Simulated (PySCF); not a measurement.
# SF₆: electronic structure in real space

Aim: take SF₆ and analyse its density (charges, bond critical points, surface potential), see where an electron leaves and enters and measure its response to a uniform field.

The runs use PySCF 2.14.0; levels as typed in each script, gas phase, geometry from GFN2-xTB.

## 1. Where the work starts

7 atoms, charge 0, spin multiplicity 1.

Bond lengths: F1–S2 1.590 Å, S2–F3 1.590 Å, S2–F4 1.590 Å, S2–F5 1.590 Å, S2–F6 1.590 Å, S2–F7 1.590 Å. Angles: F1–S2–F3 90.0°, F1–S2–F4 90.0°, F1–S2–F5 90.0°, F1–S2–F6 180.0°, F1–S2–F7 90.0°, F3–S2–F4 90.0°, F3–S2–F5 90.0°, F3–S2–F6 90.0°, F3–S2–F7 180.0°, F4–S2–F5 180.0°, F4–S2–F6 90.0°, F4–S2–F7 90.0°, F5–S2–F6 90.0°, F5–S2–F7 90.0°, F6–S2–F7 90.0°.

As a file:

```
F    -1.0660   -0.5662    1.0353
S     0.0001    0.0000    0.0000
F    -1.1423    0.1439   -1.0971
F     0.2968   -1.4791   -0.5031
F    -0.2970    1.4792    0.5031
F     1.0662    0.5662   -1.0354
F     1.1422   -0.1440    1.0972
```

## 2. Density, bond paths and surface potential (PBE0/def2-tzvp)

Contents of input.py:

```python
import numpy as np
from pyscf import gto, scf, dft
from pyscf.scf import atom_ks, atom_hf
from scipy.linalg import block_diag

def solve(mol, dm0=None, hcore=None):
    mf = (dft.UKS if mol.spin else dft.RKS)(mol, xc='pbe0')
    mf.grids.level = 3
    mf = mf.density_fit(auxbasis='def2-universal-jkfit')
    mf.conv_tol, mf.max_cycle = 1e-8, 80
    if hcore is not None:
        mf.get_hcore = lambda *args: hcore
    mf.kernel(dm0)
    if not mf.converged:
        mf = mf.newton().run(mf.mo_coeff, mf.mo_occ, max_cycle=30)
    assert mf.converged, 'SCF not converged'
    return mf

mol = gto.M(atom='''
F     -1.06605    -0.56618     1.03535
S      0.00009     0.00003    -0.00004
F     -1.14229     0.14389    -1.09707
F      0.29684    -1.47914    -0.50314
F     -0.29701     1.47916     0.50309
F      1.06617     0.56624    -1.03539
F      1.14218    -0.14404     1.09723
''', basis='def2-tzvp', charge=0, spin=0, verbose=4)
mf = solve(mol)
mf.analyze()
# spherically averaged free atoms, for the promolecule
atm = atom_ks.get_atm_nrks(mol, xc='pbe0')
pro = block_diag(*[(atm[a[0]][2] * atm[a[0]][3]) @ atm[a[0]][2].T for a in mol._atom])
np.savez('result.npz', e=mf.e_tot, c=mf.mo_coeff, occ=mf.mo_occ, eps=mf.mo_energy, pro=pro, dip=mf.dip_moment(verbose=0), s2=mf.spin_square()[0])
```

Run with:

```bash
$ OMP_NUM_THREADS=1 python input.py
```

## 4. Removing and adding an electron (PBE0/def2-tzvp)

Edit input.py of step 2 so:

```diff
@@ -28,3 +28,12 @@
 mf = solve(mol)
-mf.analyze()
+out = dict(e0=mf.e_tot, dm0=mf.make_rdm1(), c=mf.mo_coeff, occ=mf.mo_occ, eps=mf.mo_energy)
+for name, dq, spin in [('cation', 1, 1)]:
+    ion = mol.copy().set(charge=mol.charge + dq, spin=spin).build()
+    mi = solve(ion)
+    if spin and dq > 0 and mol.nao < 130:
+        c, _, stable, _ = mi.stability(return_status=True)
+        if not stable:
+            mi = solve(ion, mi.make_rdm1(c, mi.mo_occ))
+    print(name, 'vertical energy change / eV', (mi.e_tot - mf.e_tot) * 27.211386)
+    out.update({'e_' + name: mi.e_tot, 'dm_' + name: mi.make_rdm1(), 's2_' + name: mi.spin_square()[0], 'eps_' + name: mi.mo_energy, 'occ_' + name: mi.mo_occ})
 # spherically averaged free atoms, for the promolecule
@@ -32,2 +41,2 @@
 pro = block_diag(*[(atm[a[0]][2] * atm[a[0]][3]) @ atm[a[0]][2].T for a in mol._atom])
-np.savez('result.npz', e=mf.e_tot, c=mf.mo_coeff, occ=mf.mo_occ, eps=mf.mo_energy, pro=pro, dip=mf.dip_moment(verbose=0), s2=mf.spin_square()[0])
+np.savez('result.npz', pro=pro, **out)
```

## 5. Response to an electric field (PBE0/def2-tzvp)

Edit input.py of step 4 so:

```diff
@@ -27,13 +27,10 @@
 ''', basis='def2-tzvp', charge=0, spin=0, verbose=4)
+field = np.array([0.004, 0.0, 0.0])  # atomic units
+mol.set_common_orig(mol.atom_charges() @ mol.atom_coords() / mol.atom_charges().sum())
 mf = solve(mol)
-out = dict(e0=mf.e_tot, dm0=mf.make_rdm1(), c=mf.mo_coeff, occ=mf.mo_occ, eps=mf.mo_energy)
-for name, dq, spin in [('cation', 1, 1)]:
-    ion = mol.copy().set(charge=mol.charge + dq, spin=spin).build()
-    mi = solve(ion)
-    if spin and dq > 0 and mol.nao < 130:
-        c, _, stable, _ = mi.stability(return_status=True)
-        if not stable:
-            mi = solve(ion, mi.make_rdm1(c, mi.mo_occ))
-    print(name, 'vertical energy change / eV', (mi.e_tot - mf.e_tot) * 27.211386)
-    out.update({'e_' + name: mi.e_tot, 'dm_' + name: mi.make_rdm1(), 's2_' + name: mi.spin_square()[0], 'eps_' + name: mi.mo_energy, 'occ_' + name: mi.mo_occ})
+out = dict(dm0=mf.make_rdm1(), d0=mf.dip_moment(unit='AU'), e0=mf.e_tot)
+for name, sign in (('p', 1), ('m', -1)):
+    h = mf.get_hcore() + sign * np.einsum('x,xij->ij', field, mol.intor('int1e_r'))
+    mi = solve(mol, mf.make_rdm1(), h)
+    out.update({'dm' + name: mi.make_rdm1(), 'd' + name: mi.dip_moment(unit='AU'), 'e' + name: mi.e_tot})
 # spherically averaged free atoms, for the promolecule
```

(Steps that only read results are left out.)

Q: Predict the outcome of this session. Wanted: dipole moment; HOMO, LUMO; polarisability along the field.

**Answer**, as computed:

| quantity | value |
| --- | --- |
| dipole moment (PBE0/def2-tzvp) | 0.00 D |
| HOMO, LUMO (PBE0/def2-tzvp) | -12.43, -1.95 eV |
| polarisability along the field (PBE0/def2-tzvp) | 26.8 bohr³ |

What this shows: At PBE0/def2-tzvp: The highest Hirshfeld charge is on S2 (+0.62 e), the lowest on F1, F3, F4, F5, F6 and F7 (−0.10 e). All values hold at the given geometry, in the gas phase.
